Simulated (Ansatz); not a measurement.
# TiSi4Mo: the cost of one run

Computed with Ansatz 0.2.0 (DFT PBE, scalar-relativistic, plane waves, PAW, unless a step names another level, unless a step's input says otherwise).

2 further runs of the same task are left out: 1 that didn't finish, 1 set aside as unsound or not needed.

**1. The starting structure**

Symmetry: F222, No. 22, orthorhombic system. The conventional cell has a = 4.690 Å, b = 8.287 Å, c = 8.562 Å, α = 90.00°, β = 90.00°, γ = 90.00°. Ti (site symmetry 222) has 10 Si at 2.55 to 2.88 Å as nearest neighbours. Si (site symmetry 2) has 5 Si at 2.49 to 2.78 Å and 2 Ti at 2.55 Å and 3 Mo at 2.69 to 2.82 Å as nearest neighbours. Around Si (site symmetry 2) lie 5 Si at 2.49 to 2.84 Å and 2 Mo at 2.57 Å and 3 Ti at 2.67 to 2.88 Å. Mo (site symmetry 222) has 10 Si at 2.57 to 2.82 Å as nearest neighbours.

Structure file:

```cif
data_structure
_symmetry_space_group_name_H-M 'F222'
_symmetry_Int_Tables_number 22
_cell_length_a 4.6905
_cell_length_b 8.2866
_cell_length_c 8.5621
_cell_angle_alpha 90.000
_cell_angle_beta 90.000
_cell_angle_gamma 90.000
_cell_volume 332.79
loop_
_atom_site_label
_atom_site_type_symbol
_atom_site_symmetry_multiplicity
_atom_site_Wyckoff_symbol
_atom_site_fract_x
_atom_site_fract_y
_atom_site_fract_z
_atom_site_occupancy
Ti1 Ti 4 d 0.75000 0.75000 0.75000 1
Si1 Si 8 f 0.00000 0.84047 0.00000 1
Si2 Si 8 i 0.25000 0.59715 0.75000 1
Mo1 Mo 4 b 0.50000 0.00000 0.00000 1
```

It is the end of an earlier relaxation with the same method, from a generated guess; it is a trial structure. At a tolerance of 0.05 Å it has space group F222 (No. 22); it has 13.87 Å³/atom, an uncorrected energy of -0.51 eV/atom over the elements.

**2. Bands, states and charges**

Contents of input.yaml:

```yaml
crystal:
  lattice:
    - [0.0, 4.1433057864, 4.2810365695]
    - [2.3452328463, 0.0, 4.2810365695]
    - [2.3452328463, 4.1433057864, 0.0]
  atoms:
    - { symbol: Ti, position: [0.75, 0.75, 0.75] }
    - { symbol: Si, position: [0.8404706851, 0.1595293149, 0.8404706851] }
    - { symbol: Si, position: [0.1595293149, 0.8404706851, 0.1595293149] }
    - { symbol: Si, position: [0.0971518093, 0.4028481907, 0.0971518093] }
    - { symbol: Si, position: [0.4028481907, 0.0971518093, 0.4028481907] }
    - { symbol: Mo, position: [0.5, 0.5, 0.5] }
basis:
  ecutwfc: 420
kpoints:
  mp_grid: { grid: [10, 10, 10] }
  band_path:
    path:
      - [[0.0, 0.0, 0.0], [0.5, 0.0, 0.5], [1.0, 0.5, 0.5], [0.5, 0.5, 0.0], [0.0, 0.0, 0.0], [0.0, 0.40512371, 0.40512371]]
      - [[1.0, 0.59487629, 0.59487629], [1.0, 0.5, 0.5]]
      - [[0.5, 0.0, 0.5], [0.5, 0.24492908, 0.74492908]]
      - [[0.5, 0.75507092, 0.25507092], [0.5, 0.5, 0.0]]
    npoints: 14
hamiltonian:
  xc: pbe
scf:
  occupations: { method: gaussian, width: 0.1 }
  n_extra_bands: 15
output:
  forces: true
  stress: true
  eigenvalues: true
  populations: true
  dos: { projected: true, de: 0.02, nscf_kmesh: { grid: [12, 12, 12] } }
  bader: true
  write_density: true
  write_potential: true
  elf: true
  volumetric_format: npy
```

The run is started by

```
> ansatz run input.yaml --threads 1 --pin off --max-ram 2560MiB --backend cpu --events-out ev --progress --plain --runs-dir out
```

What time and memory should one allow on 1 thread of Intel Xeon at 2.50GHz (Skylake/Cascade Lake), shared host?

About 6.7 min, with a peak of 0.82 GiB.
